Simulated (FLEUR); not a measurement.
Input of a FLEUR MaX-R8.1 (later development tree) run:

File inp.xml:

```xml
<?xml version="1.0" encoding="UTF-8" standalone="no"?>
<fleurInput fleurInputVersion="0.39">
   <comment>
      In                                                                                                  
   </comment>
   <calculationSetup>
      <cutoffs Kmax="4.1" Gmax="12.7" GmaxXC="12.7" numbands="0"/>
      <scfLoop itmax="90" minDistance="0.0001" maxIterBroyd="40" imix="Anderson" alpha="0.05" precondParam="0.0" spinf="2.0" sdNocoIR="T"/>
      <coreElectrons ctail="T" frcor="F" kcrel="0" coretail_lmax="0"/>
      <xcFunctional name="vwn" relativisticCorrections="F"/>
      <magnetism jspins="1"/>
      <soc l_soc="F" theta="0.0" phi="0.0" spav="F"/>
      <expertModes spex="0" secvar="F"/>
      <geometryOptimization l_f="F" forcealpha="1.0" forcemix="BFGS" epsdisp="0.00001" epsforce="0.00001"/>
      <ldaU l_linMix="F" mixParam="0.05" spinf="1.0"/>
   </calculationSetup>
   <cell>
      <bzIntegration valenceElectrons="126.0" mode="hist" fermiSmearingEnergy="0.00183747">
         <kPointListSelection listName="default-1"/>
         <!-- k-points included here -->
         <xi:include xmlns:xi="http://www.w3.org/2001/XInclude" href="kpts.xml"> </xi:include>
      </bzIntegration>
      <!-- symmetry operations included here -->
      <xi:include xmlns:xi="http://www.w3.org/2001/XInclude" href="sym.xml"> </xi:include>
      <filmLattice scale="1.0" dVac="31.63" dTilda="34.13">
         <bravaisMatrixFilm>
            <row-1>    6.3567436269864830     0.0000000000000000</row-1>
            <row-2>   -3.1783718134932415     5.5051014662728326</row-2>
         </bravaisMatrixFilm>
         <vacuumEnergyParameters vacuum="1" spinUp="-.25" spinDown="-.25"/>
         <vacuumEnergyParameters vacuum="2" spinUp="-.25" spinDown="-.25"/>
      </filmLattice>
   </cell>
   <atomSpecies>
      <species name="Indium (In)" element="In" atomicNumber="49">
         <mtSphere radius="2.66" gridPoints="879" logIncrement="0.015"/>
         <atomicCutoffs lmax="10" lnonsphr="10"/>
         <electronConfig flipSpins="F">
            <coreConfig>(1s1/2) (2s1/2) (2p1/2) (2p3/2) (3s1/2) (3p1/2) (3p3/2) (3d3/2) (3d5/2)</coreConfig>
            <valenceConfig>(4s1/2) (4p1/2) (4p3/2) (5s1/2) (4d3/2) (4d5/2) (5p1/2) (5p3/2)</valenceConfig>
            <stateOccupation state="(5p1/2)" spinUp="0.166667" spinDown="0.166667"/>
            <stateOccupation state="(5p3/2)" spinUp="0.333333" spinDown="0.333333"/>
         </electronConfig>
         <energyParameters s="5" p="5" d="4" f="4"/>
         <lo type="SCLO" l="0" n="4" eDeriv="0"/>
         <lo type="SCLO" l="1" n="4" eDeriv="0"/>
         <lo type="SCLO" l="1" n="4" eDeriv="1"/>
         <lo type="SCLO" l="2" n="4" eDeriv="2"/>
         <lo type="SCLO" l="3" n="4" eDeriv="2"/>
      </species>
   </atomSpecies>
   <atomGroups>
      <atomGroup species="Indium (In)">
         <filmPos label="                   1">-1.000/3.000 1.000/3.000 -12.7553068645</filmPos>
         <force calculate="T" relaxXYZ="TTT"/>
      </atomGroup>
      <atomGroup species="Indium (In)">
         <filmPos label="                   2">.0000000000 .0000000000 -7.6531841079</filmPos>
         <force calculate="T" relaxXYZ="TTT"/>
      </atomGroup>
      <atomGroup species="Indium (In)">
         <filmPos label="                   3">1.000/3.000 -1.000/3.000 -2.5510613514</filmPos>
         <force calculate="T" relaxXYZ="TTT"/>
      </atomGroup>
      <atomGroup species="Indium (In)">
         <filmPos label="                   4">.0000000000 .0000000000 2.5510614052</filmPos>
         <force calculate="T" relaxXYZ="TTT"/>
      </atomGroup>
      <atomGroup species="Indium (In)">
         <filmPos label="                   5">-1.000/3.000 1.000/3.000 7.6531841618</filmPos>
         <force calculate="T" relaxXYZ="TTT"/>
      </atomGroup>
      <atomGroup species="Indium (In)">
         <filmPos label="                   6">.0000000000 .0000000000 12.7553069183</filmPos>
         <force calculate="T" relaxXYZ="TTT"/>
      </atomGroup>
   </atomGroups>
   <output dos="F" band="F" slice="F">
      <checks vchk="F" cdinf="F"/>
      <bandDOS minEnergy="-.5*Htr" maxEnergy="0.5*Htr" sigma="0.015" storeEVData="T"/>
      <vacuumDOS vacdos="F" integ="F" star="F" nstars="0" locx1="0.0" locy1="0.0" locx2="0.0" locy2="0.0" nstm="0" tworkf="0.0"/>
      <unfoldingBand unfoldBand="F" supercellX="1" supercellY="1" supercellZ="1"/>
      <plotting iplot="0" polar="F">
         <plot TwoD="T" vec1="  1.0  0.0  0.0" vec2="  0.0  1.0  0.0" vec3="  0.0  0.0  1.0" zero="  0.0  0.0 -0.5" file="plot"/>
      </plotting>
      <chargeDensitySlicing numkpt="0" minEigenval="0.0" maxEigenval="0.0" nnne="0" pallst="F"/>
      <specialOutput eonly="F"/>
      <moessbauerParams electricFieldGradient="T" isomerShift="T" coreHyperfine="T" valenceHyperfine="T"/>
      <magneticCircularDichroism mcd="F" energyLo="-10.0" energyUp="0.0"/>
   </output>
  <!-- We include the file relax.xml here to enable relaxations (see documentation) -->
  <xi:include xmlns:xi="http://www.w3.org/2001/XInclude" href="relax.xml"> <xi:fallback/> </xi:include>
</fleurInput>
```

Contents of crystal.txt:

```
In
&input film=T /
3.3638438630  0.0000000000  0.0000000000
-1.6819219315  2.9131742397  0.0000000000
0.0000000000  0.0000000000  28.4996354500
1.8897261246
1.0 1.0 1.0

6
49 0.6666666700  0.3333333400  -12.7553068645
49 0.0000000000  0.0000000000  -7.6531841079
49 0.3333333300  0.6666666600  -2.5510613514
49 0.0000000000  0.0000000000  2.5510614052
49 0.6666666700  0.3333333400  7.6531841618
49 0.0000000000  0.0000000000  12.7553069183

&kpt div1=9 div2=9 div3=1 gamma=T /
```

Potentials or basis: all-electron, FLAPW.

Launch:

```console
$ inpgen -f crystal.txt -profile fastHighL
$ # inp.xml edited to the form shown
$ mpirun -n 4 fleur_MPI -pe_per_kpt 1
```

Predict the work function of the upper face.

4.20 eV.

Predict the band gap on the k mesh.

none (metal or under the smearing width).

Predict the work function of the lower face.

4.23 eV.

Core levels (eV from the Fermi level):
| atom | levels |
| --- | --- |
| 1 In | 1s1/2 -27699.7, 2s1/2 -4143.6, 2p1/2 -3866.1, 2p3/2 -3655.5, 3s1/2 -782.3, 3p1/2 -670.1, 3p3/2 -632.1, 3d3/2 -433.0, 3d5/2 -425.2 |
| 2 In | 1s1/2 -27699.7, 2s1/2 -4143.6, 2p1/2 -3866.1, 2p3/2 -3655.5, 3s1/2 -782.3, 3p1/2 -670.2, 3p3/2 -632.1, 3d3/2 -433.0, 3d5/2 -425.2 |
| 3 In | 1s1/2 -27699.7, 2s1/2 -4143.6, 2p1/2 -3866.1, 2p3/2 -3655.5, 3s1/2 -782.3, 3p1/2 -670.1, 3p3/2 -632.1, 3d3/2 -432.9, 3d5/2 -425.1 |
| 4 In | 1s1/2 -27699.6, 2s1/2 -4143.6, 2p1/2 -3866.1, 2p3/2 -3655.5, 3s1/2 -782.3, 3p1/2 -670.1, 3p3/2 -632.1, 3d3/2 -432.9, 3d5/2 -425.1 |
| 5 In | 1s1/2 -27699.7, 2s1/2 -4143.6, 2p1/2 -3866.1, 2p3/2 -3655.5, 3s1/2 -782.3, 3p1/2 -670.1, 3p3/2 -632.1, 3d3/2 -432.9, 3d5/2 -425.1 |
| 6 In | 1s1/2 -27699.7, 2s1/2 -4143.6, 2p1/2 -3866.1, 2p3/2 -3655.5, 3s1/2 -782.3, 3p1/2 -670.2, 3p3/2 -632.1, 3d3/2 -433.0, 3d5/2 -425.2 |
